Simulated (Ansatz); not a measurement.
# MoH6: the cost of one run

Method: DFT PBE, scalar-relativistic, plane waves, PAW, unless a step names another level, in Ansatz 0.2.0.

6 further runs of the same task are left out: 4 that didn't finish, 2 set aside as unsound or not needed.

### 1 The structure to begin with

Symmetry: P-3m1, No. 164, trigonal system. The conventional cell has a = 2.833 Å, b = 2.833 Å, c = 23.063 Å, α = 90.00°, β = 90.00°, γ = 120.00°. Around H (site symmetry 3m) lie 3 Mo at 1.93 Å. Around H (site symmetry 3m) lie 1 H at 0.75 Å. Mo (site symmetry 3m) has 3 H at 1.93 Å as nearest neighbours.

Structure file:

```
CELL_PARAMETERS angstrom
2.83252 0.00000 0.00000
-1.41626 2.45304 0.00000
0.00000 0.00000 23.06292
ATOMIC_POSITIONS crystal
H 0.00000 0.00000 0.90565
H 0.00000 0.00000 0.09435
H 0.66667 0.33333 0.64803
H 0.66667 0.33333 0.61563
H 0.33333 0.66667 0.77991
H 0.33333 0.66667 0.74750
H 0.00000 0.00000 0.48380
H 0.00000 0.00000 0.51620
H 0.66667 0.33333 0.22009
H 0.66667 0.33333 0.25250
H 0.33333 0.66667 0.35197
H 0.33333 0.66667 0.38437
Mo 0.66667 0.33333 0.95034
Mo 0.33333 0.66667 0.04966
```

It came out lowest among 43 distinct ends of the trial cells. At a tolerance of 0.05 Å it has space group P-3m1 (No. 164).

### 2 Tight relaxation for the response runs, on the response runs' mesh and smearing

File input.yaml:

```yaml
crystal:
  lattice:
    - [2.8325224235, 0.0, 0.0]
    - [-1.4162612118, 2.4530363755, 0.0]
    - [0.0, 0.0, 23.062920503]
  atoms:
    - { symbol: H, position: [0.0, 0.0, 0.905654644] }
    - { symbol: H, position: [0.0, 0.0, 0.094345356] }
    - { symbol: H, position: [0.6666666667, 0.3333333333, 0.6480334672] }
    - { symbol: H, position: [0.6666666667, 0.3333333333, 0.6156280748] }
    - { symbol: H, position: [0.3333333333, 0.6666666667, 0.7799133461] }
    - { symbol: H, position: [0.3333333333, 0.6666666667, 0.7475004562] }
    - { symbol: H, position: [0.0, 0.0, 0.483797271] }
    - { symbol: H, position: [0.0, 0.0, 0.516202729] }
    - { symbol: H, position: [0.6666666667, 0.3333333333, 0.2200866539] }
    - { symbol: H, position: [0.6666666667, 0.3333333333, 0.2524995438] }
    - { symbol: H, position: [0.3333333333, 0.6666666667, 0.3519665328] }
    - { symbol: H, position: [0.3333333333, 0.6666666667, 0.3843719252] }
    - { symbol: Mo, position: [0.6666666667, 0.3333333333, 0.9503442763] }
    - { symbol: Mo, position: [0.3333333333, 0.6666666667, 0.0496557237] }
basis:
  ecutwfc: 420
kpoints:
  mp_grid: { grid: [12, 12, 2] }
hamiltonian:
  xc: pbe
scf:
  occupations: { method: gaussian, width: 0.1 }
output:
  forces: true
  stress: true
  eigenvalues: true
  write_density: true
  write_potential: true
  elf: true
  volumetric_format: npy
relax:
  adjacent_minimum: "off"
  f_tol: 0.001
  max_steps: 60
  cell: { stress_tol: 0.01 }
```

Started as:

```console
$ ansatz run input.yaml --threads 3 --pin off --max-ram 7680MiB --backend cpu --events-out ev --progress --plain --runs-dir out
```

**Question.** How long does this run take on 3 threads of Intel Xeon at 2.70GHz, shared host, and how much memory does it need?

About 63 s, with a peak of 0.58 GiB.
